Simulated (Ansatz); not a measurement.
**Cl₂H₅NO₂Si₂: up Jacob's ladder to CCSD(T)**

How much do the methods differ for Cl₂H₅NO₂Si₂? The plan is to run it at one geometry with functionals of several rungs and with coupled cluster, and see how far each lands from CCSD(T) at the basis-set limit for the atomisation energy.

Program: Ansatz 0.2.0, Gaussian basis. Level of theory: functionals in def2-TZVPP, the program's frozen cores in correlated methods. These are calculated values, not measurements.

Levels to be run: PBE-D4, r2SCAN-D4, PBE0-D4, B3LYP-D4, ωB97X-V, ωB97M-V, B2PLYP; CCSD(T)/def2-TZVPP; MP2/def2-QZVPP; extrapolation to the limit.

**1. Structure used throughout**

All runs share one geometry, relaxed beforehand with PBE0-D4 in a triple-zeta def2 set.

SMILES `O[SiH2]N[Si](O)(Cl)Cl`, 12 atoms, charge 0, spin multiplicity 1.

Atoms are counted from 1 here; the program's logs count them from 0.

Bond lengths: O1–Si2 1.659 Å, O1–H8 0.959 Å, Si2–N3 1.717 Å, Si2–H9 1.483 Å, Si2–H10 1.486 Å, N3–Si4 1.707 Å, N3–H11 1.010 Å, Si4–O5 1.618 Å, Si4–Cl6 2.043 Å, Si4–Cl7 2.036 Å, O5–H12 0.968 Å. Angles: Si2–O1–H8 116.7°, O1–Si2–N3 105.8°, O1–Si2–H9 112.5°, O1–Si2–H10 107.2°, N3–Si2–H9 107.3°, N3–Si2–H10 114.1°, H9–Si2–H10 109.9°, Si2–N3–Si4 127.7°, Si2–N3–H11 115.8°, Si4–N3–H11 116.2°, N3–Si4–O5 109.1°, N3–Si4–Cl6 108.1°, N3–Si4–Cl7 113.3°, O5–Si4–Cl6 113.0°, O5–Si4–Cl7 107.1°, Cl6–Si4–Cl7 106.3°, Si4–O5–H12 113.9°.

**2. PBE-D4 (GGA)**

Contents of in.yaml:

```yaml
crystal:
  periodic: [false, false, false]
  atoms:
    - {symbol: O, position_ang: [1.315854, 0.632643, 1.283046]}
    - {symbol: Si, position_ang: [-0.203426, 1.179738, 0.900744]}
    - {symbol: N, position_ang: [-0.580583, 0.485851, -0.623644]}
    - {symbol: Si, position_ang: [-0.290752, -1.114557, -1.143483]}
    - {symbol: O, position_ang: [0.777382, -1.810350, -0.147156]}
    - {symbol: Cl, position_ang: [0.352561, -1.045549, -3.080812]}
    - {symbol: Cl, position_ang: [-1.960417, -2.279635, -1.137641]}
    - {symbol: H, position_ang: [1.538857, 0.596547, 2.215227]}
    - {symbol: H, position_ang: [-0.251868, 2.653566, 0.739659]}
    - {symbol: H, position_ang: [-1.110790, 0.760166, 1.999659]}
    - {symbol: H, position_ang: [-0.935436, 1.123332, -1.321941]}
    - {symbol: H, position_ang: [1.348598, -1.181752, 0.316343]}
basis:
  gaussian: {orbitals: def2-TZVPP}
hamiltonian: {xc: pbe, dispersion: d4}
output: {forces: true, orbitals: {seedname: orbitals}}
```

On the command line:

```console
> ansatz run in.yaml --threads 2 --pin off --events-out ev --progress --plain --max-ram 32768MiB --backend cuda --devices 0, --max-vram 18GiB
```

Further steps of the session: r2SCAN-D4 (meta-GGA); PBE0-D4 (hybrid); B3LYP-D4 (hybrid); ωB97X-V (range-separated); ωB97M-V (range-separated); B2PLYP (double hybrid); CCSD(T) in def2-TZVPP; MP2 in def2-QZVPP.

**Question.** What will the summary of the whole plan be? Wanted: atomisation energy, CCSD(T)/CBS; farthest; mean size of error, hybrid; mean size of error, range-separated; gap, smallest and largest; T1 diagnostic; triples share of the correlation energy.

The runs gave:

| quantity | value |
| --- | --- |
| atomisation energy, CCSD(T)/CBS | 46.472 eV |
| functionals within 0.232 eV (0.5 %) | PBE-D4, r2SCAN-D4, ωB97X-V, ωB97M-V |
| farthest | B2PLYP (-0.984 eV) |
| mean size of error, hybrid | 0.620 eV |
| mean size of error, range-separated | 0.034 eV |
| gap, smallest and largest | 5.95 eV (PBE-D4), 12.59 eV (ωB97X-V) |
| T1 diagnostic | 0.0106 |
| triples share of the correlation energy | 3.8 % |

In words: PBE-D4 is off by +0.190 eV. Double hybrids carry the basis error of their MP2 part in triple zeta, and no dispersion term here, so their miss is partly the set-up's. The reference freezes the cores and leaves out relativity and excitations past (T), so misses under about 0.232 eV can't be ranked. Hartree-Fock recovers 70 % of the binding; the rest is correlation. Orbital gaps span 5.9 to 12.6 eV; exact exchange widens them.
